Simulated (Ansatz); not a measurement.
# C2H6Cl2S2Sn: geometry and vibrations

The task is to find a stationary geometry of C2H6Cl2S2Sn, check the end point by its vibrations and derive ideal-gas thermochemistry.

Method: RKS PBE0-D4/def2-TZVP; program: Ansatz 0.2.0, Gaussian basis.

Levels to be run: relaxation at PBE0-D4/def2-TZVP; harmonic vibrations at the same level.

1 further run of the same task is left out (set aside as unsound or not needed).

### 1 Where the work starts

SMILES `C[S][Sn]([Cl])([Cl])[S]C`, 13 atoms, charge 0, spin multiplicity 1.

Atoms are counted from 1 here; the program's logs count them from 0.

Bond lengths: C1–S2 1.811 Å, C1–H8 1.086 Å, C1–H9 1.084 Å, C1–H10 1.085 Å, S2–Sn3 2.478 Å, Sn3–Cl4 2.358 Å, Sn3–Cl5 2.338 Å, Sn3–S6 2.462 Å, S6–C7 1.818 Å, C7–H11 1.085 Å, C7–H12 1.085 Å, C7–H13 1.086 Å. Angles: S2–C1–H8 105.2°, S2–C1–H9 110.2°, S2–C1–H10 110.2°, H8–C1–H9 109.9°, H8–C1–H10 110.0°, H9–C1–H10 111.2°, C1–S2–Sn3 102.1°, S2–Sn3–Cl4 105.7°, S2–Sn3–Cl5 109.4°, S2–Sn3–S6 116.1°, Cl4–Sn3–Cl5 104.5°, Cl4–Sn3–S6 108.8°, Cl5–Sn3–S6 111.6°, Sn3–S6–C7 101.9°, S6–C7–H11 110.3°, S6–C7–H12 110.4°, S6–C7–H13 105.0°, H11–C7–H12 111.4° and more.

The start is a GFN2-xTB geometry. Sn takes the def2 core potential; no spin-orbit term is included.

### 2 Geometry optimisation, PBE0-D4/def2-TZVP

in.yaml reads:

```yaml
crystal:
  periodic: [false, false, false]
  atoms:
    - {symbol: C, position_ang: [-2.546130, 1.213780, -0.791780]}
    - {symbol: S, position_ang: [-1.434850, 0.886360, 0.600820]}
    - {symbol: Sn, position_ang: [0.744610, 0.570120, -0.535250]}
    - {symbol: Cl, position_ang: [0.355220, -1.026750, -2.226490]}
    - {symbol: Cl, position_ang: [1.307600, 2.523310, -1.691190]}
    - {symbol: S, position_ang: [2.600130, -0.210950, 0.882510]}
    - {symbol: C, position_ang: [1.907010, -1.727340, 1.606420]}
    - {symbol: H, position_ang: [-3.534230, 1.307520, -0.351980]}
    - {symbol: H, position_ang: [-2.529060, 0.381850, -1.487240]}
    - {symbol: H, position_ang: [-2.268540, 2.140610, -1.282090]}
    - {symbol: H, position_ang: [1.688490, -2.450490, 0.827850]}
    - {symbol: H, position_ang: [1.022500, -1.496890, 2.191870]}
    - {symbol: H, position_ang: [2.687260, -2.111120, 2.256550]}
basis:
  gaussian: {orbitals: def2-TZVP}
hamiltonian: {xc: pbe0, dispersion: d4}
relax: {f_tol: 0.005, max_steps: 150}
```

The runs that follow: Force constants and modes.

Q: Predict the results of all the runs planned. Wanted: point group; shift from the start; total energy; dispersion term; dipole moment; lowest, highest wavenumber; zero-point energy.

The runs gave:

```
                  quantity            value
               point group               C1
                     steps               12
shift from the start (rms)          0.184 Å
              total energy   -54708.1970 eV
           dispersion term         -439 meV
             dipole moment           2.63 D
lowest, highest wavenumber    25, 3170 cm⁻¹
         zero-point energy    50.7 kcal/mol
       entropy at 298.15 K  495.1 J/(mol K)
```

What this shows: The atoms moved 0.18 Å (rms) from the start; the bond that changed most is S2–Sn3, from 2.478 to 2.370 Å. No mode is imaginary: a true minimum at this level. The stiffest mode, 3170 cm⁻¹, is a C–H stretch, and 10 modes under 200 cm⁻¹ make the vibrational entropy uncertain. Harmonic hybrid wavenumbers usually lie a few per cent above measured fundamentals. The largest Mulliken charge, +0.94 e, sits on Sn3.
